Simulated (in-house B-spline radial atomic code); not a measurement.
**W³⁺: density, ELF and screening along the radius**

Aim: the shell structure of W³⁺ in the radial density, the electron localisation function and the screened nuclear charge, under several settings.

Program: in-house B-spline radial atomic code version 1. Level of theory: several methods, spin-polarised, as named in each step; spherical all-electron atom at the radial basis limit. These are calculated values, not measurements, unless marked.

### 1 What is computed

| Quantity | Value |
| --- | --- |
| element | tungsten (Z = 74) |
| charge | +3 |
| electrons | 71 |
| configuration | [Xe] 4f14 5d3 |
| nucleus | point (non-relativistic runs) or finite (X2C runs) |

Outer shells as boxes (Hund's rule):

[Xe] 4f14 5d3
```
[Xe] core
4f [↑↓][↑↓][↑↓][↑↓][↑↓][↑↓][↑↓]
5d [↑ ][↑ ][↑ ][  ][  ]
```

Where spins are not typed, each open shell is filled with up spins first.

### 2 PBE, X2C

Settings, as recorded:

```ini
Z = 74
electrons = 71.0
configuration = [Xe] 4f14 5d3
hamiltonian = x2c
method = pbe,pbe
spin_polarised = True
nucleus = fermi
rms_radius = 5.3658
mass_number = 184
atomic_mass = 183.95093318
speed_of_light = 137.035999084
```

Launch:

```console
> python run_scf.py task.json out
```

task.json lists these runs, among others, and the program works through them in turn.

### 3 Hartree-Fock, X2C

Changes to the settings of step 2:

```diff
@@ -4,3 +4,3 @@
 hamiltonian = x2c
-method = pbe,pbe
+method = hf
 spin_polarised = True
```

### 4 AM05, X2C

Changes to the settings of step 3:

```diff
@@ -4,3 +4,3 @@
 hamiltonian = x2c
-method = hf
+method = am05
 spin_polarised = True
```

### 5 PBEsol, X2C

Changes to the settings of step 4:

```diff
@@ -4,3 +4,3 @@
 hamiltonian = x2c
-method = am05
+method = pbesol
 spin_polarised = True
```

### 6 BP86, X2C

Changes to the settings of step 5:

```diff
@@ -4,3 +4,3 @@
 hamiltonian = x2c
-method = pbesol
+method = b88,p86
 spin_polarised = True
```

**Question.** How large is the system in each run, where do the shell borders lie, and what is the highest level?

As calculated:

| run | total energy (hartree) | highest level (eV) | radius holding 50 / 90 / 99 % (bohr) | radius at n = 0.001 (bohr) | ELF minima on the full grid (bohr) |
| --- | --- | --- | --- | --- | --- |
| PBE, X2C | -16141.8011 | -32.080 | 0.378 / 1.17 / 2.29 | 3.41 | 0.024, 0.11, 0.31, 0.90 |
| Hartree-Fock, X2C | -16136.6637 | -37.595 | 0.378 / 1.17 / 2.28 | 3.39 | 0.024, 0.11, 0.31, 0.89 |
| AM05, X2C | -16132.0152 | -32.083 | 0.378 / 1.17 / 2.29 | 3.40 | 0.024, 0.11, 0.31, 0.90 |
| PBEsol, X2C | -16136.7015 | -32.108 | 0.378 / 1.17 / 2.29 | 3.40 | 0.024, 0.11, 0.31, 0.90 |
| BP86, X2C | -16143.8215 | -32.147 | 0.378 / 1.17 / 2.29 | 3.40 | 0.024, 0.11, 0.31, 0.90 |

What this shows: In the first run ELF has 4 minima on the grid, which mark the borders between shells. On the record's full grid the screened charge (r times the electrostatic potential) falls from 73.8 near the nucleus to 3.00 at 6.1 bohr; far out it tends to the net charge, 3. The grid is coarse (about 24 % a step), so the places of minima are rough. For X2C runs ELF uses the non-relativistic kinetic energy density, and the fields carry no picture-change correction.
